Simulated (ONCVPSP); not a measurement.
# Mg: the cost of one run

The numbers are computed with ONCVPSP 4.0.1.1 (patched build) (PBEsol, scalar-relativistic, spin-unpolarised reference atom).

## Step 1: Starting point

Typed settings, in words:

* element: magnesium (Mg, Z = 12)
* type: optimised norm-conserving Vanderbilt (ONCV)
* frozen core: [He]
* valence charge: 10
* reference configuration: 2s2 2p6 3s2
* partial waves: 2s+3s: rc 1.10 bohr, ncon 4, nbas 8, qcut 9.9 1/bohr, 2 projectors; 2p: rc 0.70 bohr, ncon 5, nbas 10, qcut 19.8 1/bohr, 1 projector
* local potential: polynomial inside 0.55 bohr (lpopt 5, dvloc0 2 Ha)
* core correction: Teter function fitted to the true core (icmod 2), fcfact 0.4

An earlier all-electron run gives the scale for the radii.

All-electron outer shells of the reference configuration (PBEsol, scalar-relativistic, ld1.x):

```tsv
shell	level (eV)	outermost node (bohr)	outermost maximum (bohr)
1s	-1256.64	–	0.09
2s	-79.59	0.18	0.55
2p	-46.55	–	0.48
3s	-4.68	0.90	2.56
3p	-1.30	0.96	3.50
```

## Step 2: The generation run

The input, Mg.dat:

```
# ATOM AND REFERENCE CONFIGURATION
# atsym  z   nc   nv     iexc    psfile
  Mg 12.00    1    3  -116133      upf
#
#   n    l    f
    1    0    2.00
    2    0    2.00
    2    1    6.00
    3    0    2.00
#
# PSEUDOPOTENTIAL AND OPTIMIZATION
# lmax
    1
#
#   l,   rc,      ep,       ncon, nbas, qcut
    0    1.10    0.00    4    8    9.90
    1    0.70    0.00    5   10   19.80
#
# LOCAL POTENTIAL
# lloc, lpopt,  rc(5),   dvloc0
    4    5    0.55    2.00
#
# VANDERBILT-KLEINMAN-BYLANDER PROJECTORs
# l, nproj, debl
    0    2    3.00
    1    1    3.90
#
# MODEL CORE CHARGE
# icmod, fcfact, rcfact
    2    0.40    0.80
#
# LOG DERIVATIVE ANALYSIS
# epsh1, epsh2, depsh
   -4.00    5.00    0.02
#
# OUTPUT GRID
# rlmax, drl
    6.00    0.01
#
# TEST CONFIGURATIONS
# ncnf
    4
# nvcnf
#   n    l    f
    3
    2    0    2.00
    2    1    6.00
    3    0    1.00
#
    3
    2    0    2.00
    2    1    6.00
    3    0    0.00
#
    3
    2    0    2.00
    2    1    6.00
    3    0    1.50
#
    4
    2    0    2.00
    2    1    6.00
    3    0    0.00
    3    1    1.00
#
```

Started as:

```bash
oncvpsp.x < Mg.dat > Mg.out
```

**Question.** How long does this run take on 1 thread of Neoverse-N1, shared host?

About 4.1 s.
